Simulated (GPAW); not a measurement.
Crystal: MoI.

```
CELL_PARAMETERS angstrom
0.00000 3.17885 3.17885
3.17885 0.00000 3.17885
3.17885 3.17885 0.00000
ATOMIC_POSITIONS crystal
Mo 0.00000 0.00000 0.00000
I 0.75000 0.75000 0.75000
```

The cell was built by a generator and needn't be a form met in nature.

| Item | Value |
| --- | --- |
| Program | GPAW 26.7.0 |
| Task | relaxation of cell and atoms |
| Functional | PBE |
| Potentials or basis | GPAW PAW data sets (gpaw-data 1.2.1) |
| Cutoff | 600 eV |
| Basis | pw |
| k mesh | 7 × 7 × 7 |
| Occupations | fermi-dirac, width 0.05 eV |
| Spin | no spin polarisation |
| Hubbard terms | Mo d U = 4 eV |

At the start: pressure 1.1 GPa; volume 32.12 Å³/atom.

Task: How do energy, volume and symmetry change on relaxing?

Result: Over 3 steps the energy falls by 2.5 meV/atom and the volume is 32.84 Å³/atom (+2.2 %); space group F-43m (No. 216, to 0.05 Å).

The path:
```csv
step,energy change (eV),largest force (eV/Å),pressure (GPa),volume (Å³)
1,0.0000,0.0000,1.05,64.25
2,-0.0018,0.0000,0.83,64.54
3,-0.0050,0.0000,0.02,65.69
```

Final structure:
```
CELL_PARAMETERS angstrom
0.00000 3.20249 3.20249
3.20249 0.00000 3.20249
3.20249 3.20249 0.00000
ATOMIC_POSITIONS crystal
Mo 0.00000 0.00000 0.00000
I 0.75000 0.75000 0.75000
```

Caveat: later steps reuse the first step's grids; an odd number of electrons without spin polarisation forces a metal; a magnetic or distorted state may lie lower; U without spin polarisation on a metal has little footing.
